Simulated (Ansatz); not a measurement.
Hf2Pd2Se2Br2O3:

```
Hf Pd Se Br O
1.0
     5.75899    0.00000    0.00000
    -2.87949    4.98743    0.00000
     0.00000    0.00000    8.52547
Hf Pd Se Br O
2 2 2 2 3
Direct
  0.33333 0.66667 0.54201
  0.66667 0.33333 0.54201
  0.33333 0.66667 0.12880
  0.66667 0.33333 0.12880
  0.33333 0.66667 0.85572
  0.66667 0.33333 0.85572
  0.00000 0.00000 0.13895
  0.00000 0.00000 0.65384
  0.50000 0.00000 0.42963
  0.00000 0.50000 0.42963
  0.50000 0.50000 0.42963
```

The cell was built by a generator and needn't be a form met in nature.

| Quantity | Value |
| --- | --- |
| Program | Ansatz 0.2.0 |
| Task | relaxation of cell and atoms |
| Functional | PBE |
| Dispersion | D3(BJ) |
| Potentials or basis | Ansatz PAW |
| Cutoff | 420 eV (not typed: the program's choice for these potentials) |
| k mesh | 4 × 4 × 3 |
| Occupations | fermi-dirac, width 0.05 eV |
| Spin | no spin polarisation |

At the start: volume 22.26 Å³/atom.

**Question.** How do energy, volume and symmetry change on relaxing?

**Answer.** It ends after 8 steps and the volume is 20.70 Å³/atom (-7.0 %); space group P6mm (No. 183, to 0.05 Å).

Step by step:
| step | energy change (eV) | largest force (eV/Å) | volume (Å³) |
| --- | --- | --- | --- |
| 1 | 0.0000 | 0.0941 | 244.87 |
| 2 | -0.1213 | 0.4986 | 229.65 |
| 3 | -0.1301 | 0.1292 | 228.76 |
| 4 | -0.1353 | 0.0260 | 228.31 |
| 5 | -0.1353 | 0.0033 | 228.36 |
| 6 | -0.1224 | 0.0034 | 228.36 |
| 7 | -0.1231 | 0.0012 | 227.75 |
| 8 | -0.1224 | 0.0012 | 227.75 |

Final structure:
```
CELL_PARAMETERS angstrom
5.64478 0.00000 0.00000
-2.82239 4.88852 0.00000
0.00000 0.00000 8.25342
ATOMIC_POSITIONS crystal
Hf 0.33333 0.66667 0.54104
Hf 0.66667 0.33333 0.54104
Pd 0.33333 0.66667 0.14059
Pd 0.66667 0.33333 0.14059
Se 0.33333 0.66667 0.86114
Se 0.66667 0.33333 0.86114
Br 0.00000 0.00000 0.14033
Br 0.00000 0.00000 0.65333
O 0.50000 0.00000 0.41851
O 0.00000 0.50000 0.41851
O 0.50000 0.50000 0.41851
```

Caveat: the plane-wave basis is chosen anew once the cell has moved, so the energies of steps on either side of that aren't comparable; pairwise dispersion overbinds metals, which lowers pressure and volume.
